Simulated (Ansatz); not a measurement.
# NiGe3: the cost of one run

Method: DFT PBE, scalar-relativistic, plane waves, PAW, in Ansatz 0.2.0.

2 further runs of the same task are left out: 1 that didn't finish, 1 set aside as unsound or not needed. Runs told in other sessions of the task aren't counted.

**1. Starting point**

It takes space group Fm-3m (No. 225, cubic). Conventional cell: a = 6.495 Å, b = 6.495 Å, c = 6.495 Å, α = 90.00°, β = 90.00°, γ = 90.00°. Around Ni (site symmetry m-3m) lie 8 Ge at 2.81 Å. Ge (site symmetry -43m) has 4 Ni at 2.81 Å and 4 Ge at 2.81 Å in its first shell of neighbours. Around Ge (site symmetry m-3m) lie 8 Ge at 2.81 Å.

As a file:

```cif
data_structure
_symmetry_space_group_name_H-M 'Fm-3m'
_symmetry_Int_Tables_number 225
_cell_length_a 6.4945
_cell_length_b 6.4945
_cell_length_c 6.4945
_cell_angle_alpha 90.000
_cell_angle_beta 90.000
_cell_angle_gamma 90.000
_cell_volume 273.93
loop_
_atom_site_label
_atom_site_type_symbol
_atom_site_symmetry_multiplicity
_atom_site_Wyckoff_symbol
_atom_site_fract_x
_atom_site_fract_y
_atom_site_fract_z
_atom_site_occupancy
Ni1 Ni 4 a 0.00000 0.00000 0.00000 1
Ge1 Ge 8 c 0.25000 0.75000 0.75000 1
Ge2 Ge 4 b 0.50000 0.00000 0.00000 1
```

The cell is invented: species swapped into a database cell of GaHg3 (Fm-3m, No. 225), with Ni on the Ga sites and Ge on the Hg sites. Lengths come from tabulated atomic sizes and are only a guess.

**2. A first look at the guess**

The input, input.yaml:

```yaml
crystal:
  lattice:
    - [0.0, 3.24727168, 3.24727168]
    - [3.24727168, 0.0, 3.24727168]
    - [3.24727168, 3.24727168, 0.0]
  atoms:
    - { symbol: Ni, position: [0.0, 0.0, 0.0], spin: 2.0 }
    - { symbol: Ge, position: [0.25, 0.25, 0.25] }
    - { symbol: Ge, position: [0.75, 0.75, 0.75] }
    - { symbol: Ge, position: [0.5, 0.5, 0.5] }
basis:
  ecutwfc: 420
kpoints:
  mp_grid: { grid: [4, 4, 4] }
hamiltonian:
  xc: pbe
scf:
  occupations: { method: gaussian, width: 0.1 }
  lower_state_search: "off"
output:
  forces: true
  stress: true
  eigenvalues: true
  populations: true
magnetization:
  spin_polarized: true
```

Command:

```console
$ ansatz run input.yaml --threads 1 --pin off --max-ram 2560MiB --backend cpu --events-out ev --progress --plain --runs-dir out
```

Q: Estimate wall time and peak memory on 1 thread of Arm Neoverse V1, shared host.

About 7.2 s, with a peak of 0.34 GiB.
